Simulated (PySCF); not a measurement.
# WO3(H2O): how settings move a single point

Aim: repeat the single point on relaxed WO3(H2O) with altered settings, some of them bad on purpose. It is a constructed species; whether it can be made isn't addressed.

The runs use PySCF 2.14.0; PBE, W def2-SVP with ECP60, O def2-SVP, H def2-SVP; scalar-relativistic core potentials, no spin–orbit coupling.

1 further run of the same task is left out (for a known fault of the program).

## 1. Where the work starts

7 atoms, charge 0, spin multiplicity 1.

Bond lengths: W1–O2 1.747 Å, W1–O3 1.746 Å, W1–O4 1.747 Å, W1–O5 2.195 Å, O5–H6 0.979 Å, O5–H7 0.979 Å. Angles: O2–W1–O3 109.0°, O2–W1–O4 109.9°, O2–W1–O5 110.1°, O3–W1–O4 109.0°, O3–W1–O5 108.7°, O4–W1–O5 110.1°, W1–O5–H6 121.6°, W1–O5–H7 121.6°, H6–O5–H7 107.8°.

Coordinates:

```xyz
7
H2O4W
W     0.0752   -0.0201    0.0201
O     1.0758    0.9418    1.0810
O    -1.0133   -0.9857    0.9857
O     1.0758   -1.0810   -0.9418
O    -1.1112    1.2861   -1.2861
H    -1.6112    2.0485   -0.9306
H    -1.6112    0.9306   -2.0485
```

Formal oxidation states: W +6. An earlier session relaxed this geometry at PBE, W def2-SVP with ECP60, O def2-SVP, H def2-SVP (singlet, point group Cs).

The sound run used a (50, 194) grid (finer on f atoms), a threshold of 1e-8 and at most 55 cycles, and ended at -368.847581 Eh.

## 2. Try 1

Input file run.py (the lines that set the calculation):

```python
mol = gto.M(atom='''
W      0.07520    -0.02012     0.02012
O      1.07581     0.94177     1.08103
O     -1.01334    -0.98571     0.98571
O      1.07581    -1.08103    -0.94177
O     -1.11118     1.28613    -1.28613
H     -1.61121     2.04853    -0.93064
H     -1.61121     0.93064    -2.04853''',
    basis={'W': 'def2-SVP', 'O': 'def2-SVP', 'H': 'def2-SVP'},
    ecp={'W': 'def2-SVP'},
    charge=0, spin=0)
mf = dft.RKS(mol, xc='PBE')
mf.grids.atom_grid = (40, 110)
mf = mf.density_fit()  # fitting sets: W def2-universal-JKFIT, O def2-universal-JKFIT, H def2-universal-JKFIT
mf.conv_tol = 1e-08; mf.max_cycle = 55
mf.kernel(dm0)  # dm0: free metal ions and neutral atoms
```

Run with:

```console
OMP_NUM_THREADS=2 python run.py
```

Standard output:

```text
init E= -377.618301609681
  HOMO = -0.219247331350079  LUMO = -0.100019804258836  gap/eV = 3.24435
cycle= 1 E= -368.367191597944  delta_E= 9.25  |g|= 1.55  |ddm|=  3.7
  HOMO = -0.273106688404596  LUMO = -0.241586698042557  gap/eV = 0.85770
cycle= 2 E= -367.027773996774  delta_E= 1.34  |g|= 2.94  |ddm|= 2.85
  HOMO = -0.174578029941129  LUMO = -0.167690394620797  gap/eV = 0.18742
cycle= 3 E= -366.921070290727  delta_E= 0.107  |g|= 2.47  |ddm|= 4.43
  HOMO = -0.247221721828733  LUMO = -0.123185774024481  gap/eV = 3.37519
cycle= 4 E= -368.842308084063  delta_E= -1.92  |g|= 0.184  |ddm|= 3.62
  HOMO = -0.218457015854176  LUMO = -0.105477660113472  gap/eV = 3.07432
cycle= 5 E= -368.842706016457  delta_E= -0.000398  |g|= 0.173  |ddm|= 0.294
  HOMO = -0.226070427960796  LUMO = -0.110292802994262  gap/eV = 3.15047
cycle= 6 E= -368.843334311839  delta_E= -0.000628  |g|= 0.172  |ddm|= 0.237
  HOMO = -0.231319176433999  LUMO = -0.112691566693865  gap/eV = 3.22802
cycle= 7 E= -368.849263324494  delta_E= -0.00593  |g|= 0.0311  |ddm|= 0.128
  HOMO = -0.229134874727659  LUMO = -0.112624074562184  gap/eV = 3.17042
cycle= 8 E= -368.849458562789  delta_E= -0.000195  |g|= 0.00852  |ddm|= 0.0222
  HOMO = -0.229334847214899  LUMO = -0.112558051216016  gap/eV = 3.17766
cycle= 9 E= -368.849471203581  delta_E= -1.26e-05  |g|= 0.00312  |ddm|= 0.00412
  HOMO = -0.229595916249747  LUMO = -0.112483452171588  gap/eV = 3.18679
cycle= 10 E= -368.849473095446  delta_E= -1.89e-06  |g|= 0.00098  |ddm|= 0.002
  HOMO = -0.229694491573007  LUMO = -0.112432585612623  gap/eV = 3.19086
cycle= 11 E= -368.849473302232  delta_E= -2.07e-07  |g|= 0.000145  |ddm|= 0.000882
  HOMO = -0.2297079313328  LUMO = -0.112434131583672  gap/eV = 3.19118
cycle= 12 E= -368.849473306676  delta_E= -4.44e-09  |g|= 2.1e-05  |ddm|= 0.000137
  HOMO = -0.229708507861255  LUMO = -0.112434888133599  gap/eV = 3.19118
Extra cycle  E= -368.849473305483  delta_E= 1.19e-09  |g|= 7.87e-05  |ddm|= 7.05e-05
converged SCF energy = -368.849473305483
```

Wall time 2.9 s (2 threads of Arm Neoverse V2, shared host).

Changed: the integration grid, to (40, 110). It converges in 12 cycles, -0.051 eV from the sound run, with a largest force component of 0.10 eV/Å. The setting is unsound, so these numbers aren't the compound's.

## 3. Try 2

Input file run.py (the lines that set the calculation):

```python
mol = gto.M(atom='''
W      0.07069    -0.01891     0.01891
O      1.01127     0.88527     1.01617
O     -0.95254    -0.92657     0.92657
O      1.01127    -1.01617    -0.88527
O     -1.04451     1.20897    -1.20897
H     -1.51454     1.92562    -0.87480
H     -1.51454     0.87480    -1.92562''',
    basis={'W': 'def2-SVP', 'O': 'def2-SVP', 'H': 'def2-SVP'},
    ecp={'W': 'def2-SVP'},
    charge=0, spin=0)
mf = dft.RKS(mol, xc='PBE')
mf.grids.atom_grid = (50, 194)
mf = mf.density_fit()  # fitting sets: W def2-universal-JKFIT, O def2-universal-JKFIT, H def2-universal-JKFIT
mf.conv_tol = 1e-08; mf.max_cycle = 55
mf.kernel(dm0)  # dm0: free metal ions and neutral atoms
```

Run with:

```console
OMP_NUM_THREADS=2 python run.py
```

Standard output:

```text
init E= -377.843908186858
  HOMO = -0.241545360286665  LUMO = -0.062265288424801  gap/eV = 4.87846
cycle= 1 E= -368.516774978818  delta_E= 9.33  |g|= 1.18  |ddm|= 3.73
  HOMO = -0.233358042040602  LUMO = -0.193414455611673  gap/eV = 1.08692
cycle= 2 E= -368.126300043118  delta_E= 0.39  |g|= 1.89  |ddm|= 1.98
  HOMO = -0.194900019869809  LUMO = -0.130013670369095  gap/eV = 1.76565
cycle= 3 E= -368.691120942091  delta_E= -0.565  |g|= 0.728  |ddm|= 1.55
  HOMO = -0.229188473312984  LUMO = -0.0975441792401668  gap/eV = 3.58222
cycle= 4 E= -368.786246886063  delta_E= -0.0951  |g|= 0.244  |ddm|= 0.673
  HOMO = -0.232525943922487  LUMO = -0.0917732468878327  gap/eV = 3.83008
cycle= 5 E= -368.796677809743  delta_E= -0.0104  |g|= 0.0275  |ddm|= 0.168
  HOMO = -0.228813627057296  LUMO = -0.0919829141189226  gap/eV = 3.72335
cycle= 6 E= -368.796667171273  delta_E= 1.06e-05  |g|= 0.0284  |ddm|= 0.0379
  HOMO = -0.230007266347887  LUMO = -0.0922361948087556  gap/eV = 3.74894
cycle= 7 E= -368.796786370243  delta_E= -0.000119  |g|= 0.0144  |ddm|= 0.0287
  HOMO = -0.230345059166003  LUMO = -0.0924552771560805  gap/eV = 3.75217
cycle= 8 E= -368.796827506319  delta_E= -4.11e-05  |g|= 0.00137  |ddm|= 0.0111
  HOMO = -0.230180680518482  LUMO = -0.0924555450989502  gap/eV = 3.74769
cycle= 9 E= -368.796827909641  delta_E= -4.03e-07  |g|= 0.000193  |ddm|= 0.00152
  HOMO = -0.230203293028893  LUMO = -0.0924608148463015  gap/eV = 3.74816
cycle= 10 E= -368.796827915647  delta_E= -6.01e-09  |g|= 7e-05  |ddm|= 0.00019
  HOMO = -0.230201263532395  LUMO = -0.0924545620976289  gap/eV = 3.74828
Extra cycle  E= -368.796827908992  delta_E= 6.65e-09  |g|= 0.000196  |ddm|= 0.000205
converged SCF energy = -368.796827908992
```

It took 3.3 s on 2 threads of Arm Neoverse V2, shared host.

Changed: the scale of all coordinates (0.94). It converges in 10 cycles, +1.381 eV from the sound run, with a largest force component of 4.62 eV/Å. The setting is unsound, so these numbers aren't the compound's.

## 4. Try 3

Input file run.py (the lines that set the calculation):

```python
mol = gto.M(atom='''
W      0.07520    -0.02012     0.02012
O      1.07581     0.94177     1.08103
O     -1.01334    -0.98571     0.98571
O      1.07581    -1.08103    -0.94177
O     -1.11118     1.28613    -1.28613
H     -1.61121     2.04853    -0.93064
H     -1.61121     0.93064    -2.04853''',
    basis={'W': 'def2-SVP', 'O': 'def2-SVP', 'H': 'def2-SVP'},
    ecp={'W': 'def2-SVP'},
    charge=0, spin=0)
mf = dft.RKS(mol, xc='PBE')
mf.grids.atom_grid = (50, 194)
mf = mf.density_fit()  # fitting sets: W def2-universal-JKFIT, O def2-universal-JKFIT, H def2-universal-JKFIT
mf.conv_tol = 1e-08; mf.max_cycle = 97
mf.kernel(dm0)  # dm0: core Hamiltonian
```

Run with:

```console
OMP_NUM_THREADS=2 python run.py
```

Standard output:

```text
init E= -337.098976257271
  HOMO = 0.421929469026598  LUMO = 0.517661209007809  gap/eV = 2.60499
cycle= 1 E= -241.853674046533  delta_E= 95.2  |g|=   14  |ddm|=   47
  HOMO = -4.8648233095489  LUMO = -4.85460007730451  gap/eV = 0.27819
cycle= 2 E= -317.577473516694  delta_E= -75.7  |g|= 9.15  |ddm|= 52.5
  HOMO = -0.170434192517863  LUMO = -0.139841792858761  gap/eV = 0.83246
cycle= 3 E= -353.267434889606  delta_E= -35.7  |g|= 7.82  |ddm|=   27
  HOMO = -0.0182757049307405  LUMO = -0.00906151848992741  gap/eV = 0.25073
cycle= 4 E= -356.82268430194  delta_E= -3.56  |g|= 5.25  |ddm|= 9.37
  HOMO = -0.262864602723379  LUMO = -0.168079570168216  gap/eV = 2.57923
cycle= 5 E= -352.338133108776  delta_E= 4.48  |g|=  7.2  |ddm|= 9.25
  HOMO = -0.339527747060931  LUMO = -0.227464719368332  gap/eV = 3.04939
cycle= 6 E= -367.43253398075  delta_E= -15.1  |g|= 2.46  |ddm|= 6.01
  HOMO = -0.273202952347631  LUMO = -0.239698799952787  gap/eV = 0.91169
cycle= 7 E= -363.806111943252  delta_E= 3.63  |g|= 4.56  |ddm|= 4.58
  HOMO = -0.217613967582619  LUMO = -0.12190742755705  gap/eV = 2.60431
cycle= 8 E= -368.160317051129  delta_E= -4.35  |g|= 1.78  |ddm|= 3.78
  HOMO = -0.198282349573944  LUMO = -0.135811621985608  gap/eV = 1.69992
cycle= 9 E= -367.863828150469  delta_E= 0.296  |g|= 2.16  |ddm|= 0.504
  HOMO = -0.214384413439721  LUMO = -0.141297352990737  gap/eV = 1.98880
cycle= 10 E= -368.07543018383  delta_E= -0.212  |g|=  1.9  |ddm|= 0.231
  HOMO = -0.247786476706626  LUMO = -0.1138340129441  gap/eV = 3.64503
cycle= 11 E= -368.715479382785  delta_E= -0.64  |g|= 0.798  |ddm|= 1.06
  HOMO = -0.238519235725015  LUMO = -0.104598891926795  gap/eV = 3.64416
cycle= 12 E= -368.769686539007  delta_E= -0.0542  |g|= 0.605  |ddm|= 0.339
  HOMO = -0.244924319900101  LUMO = -0.107863226908723  gap/eV = 3.72962
cycle= 13 E= -368.823656530492  delta_E= -0.054  |g|= 0.344  |ddm|= 0.229
  HOMO = -0.226342072116849  LUMO = -0.110287968876118  gap/eV = 3.15799
cycle= 14 E= -368.846062862624  delta_E= -0.0224  |g|= 0.0868  |ddm|= 0.209
  HOMO = -0.23056480925497  LUMO = -0.113408499668946  gap/eV = 3.18799
cycle= 15 E= -368.847528801056  delta_E= -0.00147  |g|= 0.0154  |ddm|= 0.0616
  HOMO = -0.229779109347914  LUMO = -0.112421398466072  gap/eV = 3.19347
cycle= 16 E= -368.847576464877  delta_E= -4.77e-05  |g|= 0.00455  |ddm|= 0.0121
  HOMO = -0.229754511067084  LUMO = -0.112378857872304  gap/eV = 3.19395
cycle= 17 E= -368.847580415344  delta_E= -3.95e-06  |g|= 0.00156  |ddm|= 0.00345
  HOMO = -0.229720520893831  LUMO = -0.112438266141034  gap/eV = 3.19141
cycle= 18 E= -368.847580916093  delta_E= -5.01e-07  |g|= 0.00023  |ddm|= 0.00119
  HOMO = -0.22971722119701  LUMO = -0.112439151425988  gap/eV = 3.19130
cycle= 19 E= -368.8475809118  delta_E= 4.29e-09  |g|= 0.000278  |ddm|= 0.000305
  HOMO = -0.229717204211155  LUMO = -0.112438700111056  gap/eV = 3.19131
cycle= 20 E= -368.847580927802  delta_E= -1.6e-08  |g|= 2.14e-05  |ddm|= 0.000202
  HOMO = -0.229717546539634  LUMO = -0.112439054259703  gap/eV = 3.19131
cycle= 21 E= -368.847580927894  delta_E= -9.15e-11  |g|= 6.31e-06  |ddm|= 1.39e-05
  HOMO = -0.229717254070686  LUMO = -0.11243916953504  gap/eV = 3.19130
Extra cycle  E= -368.847580927712  delta_E= 1.82e-10  |g|= 3.04e-05  |ddm|= 2.58e-05
converged SCF energy = -368.847580927712
```

Run time: 4.8 s. Hardware: 2 threads of Arm Neoverse V2, shared host.

Changed: the starting guess (bare core Hamiltonian); the cycle limit is 97. It converges in 21 cycles, at the sound run's energy within 0.001 eV, with a largest force component of 0.01 eV/Å. The result survives the change.

## 5. Try 4

Edit run.py (the lines that set the calculation) of step 4 so:

```diff
@@ -14,3 +14,3 @@
 mf = mf.density_fit()  # fitting sets: W def2-universal-JKFIT, O def2-universal-JKFIT, H def2-universal-JKFIT
-mf.conv_tol = 1e-08; mf.max_cycle = 97
-mf.kernel(dm0)  # dm0: core Hamiltonian
+mf.conv_tol = 1e-08; mf.max_cycle = 55
+mf.kernel(dm0)  # dm0: smeared density
```

Run with:

```console
OMP_NUM_THREADS=2 python run.py
```

Standard output:

```text
init E= -368.776644622965
  HOMO = -0.251390365598574  LUMO = -0.107690592555237  gap/eV = 3.91027
cycle= 1 E= -368.840576655314  delta_E= -0.0639  |g|= 0.18  |ddm|= 0.377
  HOMO = -0.203083583791039  LUMO = -0.126086041176915  gap/eV = 2.09521
cycle= 2 E= -368.72054868237  delta_E= 0.12  |g|= 0.81  |ddm|= 0.676
  HOMO = -0.223635651151159  LUMO = -0.113250600784703  gap/eV = 3.00373
cycle= 3 E= -368.847051103209  delta_E= -0.127  |g|= 0.0477  |ddm|= 0.539
  HOMO = -0.228668240167506  LUMO = -0.112931057739793  gap/eV = 3.14937
cycle= 4 E= -368.847476927694  delta_E= -0.000426  |g|= 0.0227  |ddm|= 0.0525
  HOMO = -0.229517608634233  LUMO = -0.112863409807716  gap/eV = 3.17432
cycle= 5 E= -368.847490215438  delta_E= -1.33e-05  |g|= 0.0208  |ddm|= 0.0244
  HOMO = -0.22979488144266  LUMO = -0.112679764794553  gap/eV = 3.18686
cycle= 6 E= -368.847575682476  delta_E= -8.55e-05  |g|= 0.00506  |ddm|= 0.016
  HOMO = -0.229703116736909  LUMO = -0.112412983209847  gap/eV = 3.19163
cycle= 7 E= -368.847580911183  delta_E= -5.23e-06  |g|= 0.000286  |ddm|= 0.00376
  HOMO = -0.229716753385233  LUMO = -0.112438156197193  gap/eV = 3.19131
cycle= 8 E= -368.847580927748  delta_E= -1.66e-08  |g|= 2.95e-05  |ddm|= 0.00025
  HOMO = -0.229717263821542  LUMO = -0.112439364984969  gap/eV = 3.19129
cycle= 9 E= -368.847580927892  delta_E= -1.44e-10  |g|= 6.63e-06  |ddm|= 2.45e-05
  HOMO = -0.229717812709837  LUMO = -0.11243882127577  gap/eV = 3.19132
Extra cycle  E= -368.847580927838  delta_E= 5.41e-11  |g|= 1.79e-05  |ddm|= 1.76e-05
converged SCF energy = -368.847580927838
```

It took 3.1 s on 2 threads of Arm Neoverse V2, shared host.

Changed: the starting guess (smeared density). It converges in 9 cycles, at the sound run's energy within 0.001 eV, with a largest force component of 0.01 eV/Å. The result survives the change.

## 6. Try 5

Edit run.py (the lines that set the calculation) of step 5 so:

```diff
@@ -14,3 +14,3 @@
 mf = mf.density_fit()  # fitting sets: W def2-universal-JKFIT, O def2-universal-JKFIT, H def2-universal-JKFIT
-mf.conv_tol = 1e-08; mf.max_cycle = 55
-mf.kernel(dm0)  # dm0: smeared density
+mf.conv_tol = 1e-05; mf.max_cycle = 55
+mf.kernel(dm0)  # dm0: free metal ions and neutral atoms
```

Run with:

```console
OMP_NUM_THREADS=2 python run.py
```

Standard output:

```text
init E= -377.616451428398
  HOMO = -0.219190759493344  LUMO = -0.0999867151442732  gap/eV = 3.24371
cycle= 1 E= -368.365059247249  delta_E= 9.25  |g|= 1.55  |ddm|=  3.7
  HOMO = -0.27340693756944  LUMO = -0.241522651102716  gap/eV = 0.86762
cycle= 2 E= -367.022687138315  delta_E= 1.34  |g|= 2.95  |ddm|= 2.85
  HOMO = -0.17460568148936  LUMO = -0.167730522736321  gap/eV = 0.18708
cycle= 3 E= -366.92003240615  delta_E= 0.103  |g|= 2.46  |ddm|= 4.43
  HOMO = -0.247233654234201  LUMO = -0.123215643784906  gap/eV = 3.37470
cycle= 4 E= -368.840421305628  delta_E= -1.92  |g|= 0.184  |ddm|= 3.62
  HOMO = -0.218585373042978  LUMO = -0.105477537310431  gap/eV = 3.07782
cycle= 5 E= -368.841244686269  delta_E= -0.000823  |g|= 0.167  |ddm|= 0.292
  HOMO = -0.226332514211349  LUMO = -0.110450876602048  gap/eV = 3.15330
cycle= 6 E= -368.841573877752  delta_E= -0.000329  |g|= 0.17  |ddm|= 0.233
  HOMO = -0.231319497600716  LUMO = -0.112696394404214  gap/eV = 3.22790
cycle= 7 E= -368.847369317686  delta_E= -0.0058  |g|= 0.0312  |ddm|= 0.126
  HOMO = -0.229144795366779  LUMO = -0.112628810346919  gap/eV = 3.17056
cycle= 8 E= -368.847566097826  delta_E= -0.000197  |g|= 0.00854  |ddm|= 0.0223
  HOMO = -0.22934456795379  LUMO = -0.112562285528305  gap/eV = 3.17781
cycle= 9 E= -368.847578827102  delta_E= -1.27e-05  |g|= 0.00312  |ddm|= 0.00414
  HOMO = -0.229605636938085  LUMO = -0.112487681501666  gap/eV = 3.18694
cycle= 10 E= -368.847580718132  delta_E= -1.89e-06  |g|= 0.000976  |ddm|= 0.002
  HOMO = -0.229851419294036  LUMO = -0.112371233750096  gap/eV = 3.19680
Extra cycle  E= -368.847578118678  delta_E= 2.6e-06  |g|= 0.00377  |ddm|= 0.00328
converged SCF energy = -368.847578118678
```

Run time: 3.2 s. Hardware: 2 threads of Arm Neoverse V2, shared host.

Changed: the SCF threshold (1e-05). It converges in 10 cycles, at the sound run's energy within 0.001 eV, with a largest force component of 0.01 eV/Å. The result survives the change.

## 7. Try 6

Edit run.py (the lines that set the calculation) of step 6 so:

```diff
@@ -12,5 +12,5 @@
 mf = dft.RKS(mol, xc='PBE')
-mf.grids.atom_grid = (50, 194)
+mf.grids.atom_grid = (15, 26)
 mf = mf.density_fit()  # fitting sets: W def2-universal-JKFIT, O def2-universal-JKFIT, H def2-universal-JKFIT
-mf.conv_tol = 1e-05; mf.max_cycle = 55
+mf.conv_tol = 1e-08; mf.max_cycle = 55
 mf.kernel(dm0)  # dm0: free metal ions and neutral atoms
```

Run with:

```console
OMP_NUM_THREADS=2 python run.py
```

Standard output:

```text
init E= -377.566533277206
  HOMO = -0.217952093559781  LUMO = -0.106637948887518  gap/eV = 3.02901
cycle= 1 E= -368.339494864917  delta_E= 9.23  |g|= 1.55  |ddm|= 3.69
  HOMO = -0.282442337529543  LUMO = -0.229797559170144  gap/eV = 1.43254
cycle= 2 E= -366.87607775083  delta_E= 1.46  |g|= 3.02  |ddm|=  2.9
  HOMO = -0.171868655485199  LUMO = -0.165677391717006  gap/eV = 0.16847
cycle= 3 E= -366.922073590967  delta_E= -0.046  |g|= 2.44  |ddm|= 4.42
  HOMO = -0.242192188969988  LUMO = -0.122791310541889  gap/eV = 3.24906
cycle= 4 E= -368.806078545697  delta_E= -1.88  |g|= 0.22  |ddm|= 3.55
  HOMO = -0.209503585299613  LUMO = -0.106216871979992  gap/eV = 2.81057
cycle= 5 E= -368.797010403853  delta_E= 0.00907  |g|= 0.297  |ddm|= 0.374
  HOMO = -0.21884997196588  LUMO = -0.109230470805073  gap/eV = 2.98290
cycle= 6 E= -368.810231937515  delta_E= -0.0132  |g|= 0.17  |ddm|= 0.316
  HOMO = -0.227026960350847  LUMO = -0.112963499838614  gap/eV = 3.10382
cycle= 7 E= -368.815964214335  delta_E= -0.00573  |g|= 0.04  |ddm|= 0.135
  HOMO = -0.225669995845606  LUMO = -0.112686713090458  gap/eV = 3.07443
cycle= 8 E= -368.816243666591  delta_E= -0.000279  |g|= 0.0154  |ddm|= 0.0214
  HOMO = -0.226806192814224  LUMO = -0.11228749103331  gap/eV = 3.11621
cycle= 9 E= -368.816291501123  delta_E= -4.78e-05  |g|= 0.00355  |ddm|= 0.00992
  HOMO = -0.227378138559974  LUMO = -0.11213448585692  gap/eV = 3.13594
cycle= 10 E= -368.816294376095  delta_E= -2.87e-06  |g|= 0.000919  |ddm|= 0.00377
  HOMO = -0.227410625821398  LUMO = -0.112098770258125  gap/eV = 3.13780
cycle= 11 E= -368.816294539866  delta_E= -1.64e-07  |g|= 0.000204  |ddm|= 0.000717
  HOMO = -0.22741234582592  LUMO = -0.112104615353338  gap/eV = 3.13768
cycle= 12 E= -368.816294548672  delta_E= -8.81e-09  |g|= 2.6e-05  |ddm|= 0.000173
  HOMO = -0.227412377324853  LUMO = -0.112105062212656  gap/eV = 3.13767
Extra cycle  E= -368.816294546134  delta_E= 2.54e-09  |g|= 0.000113  |ddm|= 9.98e-05
converged SCF energy = -368.816294546134
```

It took 2.5 s on 2 threads of Arm Neoverse V2, shared host.

Changed: the integration grid, to (15, 26). It converges in 12 cycles, +0.851 eV from the sound run, with a largest force component of 1.66 eV/Å. The setting is unsound, so these numbers aren't the compound's.

## 8. Side by side

| run | changed | ending | energy change (eV) | cycles | time | usable |
| --- | --- | --- | --- | --- | --- | --- |
| 1 | the integration grid | converged | -0.051 | 12 | 2.9 s | no |
| 2 | the scale of all coordinates | converged | +1.381 | 10 | 3.3 s | no |
| 3 | the starting guess | converged | 0.000 | 21 | 4.8 s | yes |
| 4 | the starting guess | converged | 0.000 | 9 | 3.1 s | yes |
| 5 | the SCF threshold | converged | 0.000 | 10 | 3.2 s | yes |
| 6 | the integration grid | converged | +0.851 | 12 | 2.5 s | no |

3 of 6 altered runs give a usable result. 3 ended normally with numbers unfit to quote.
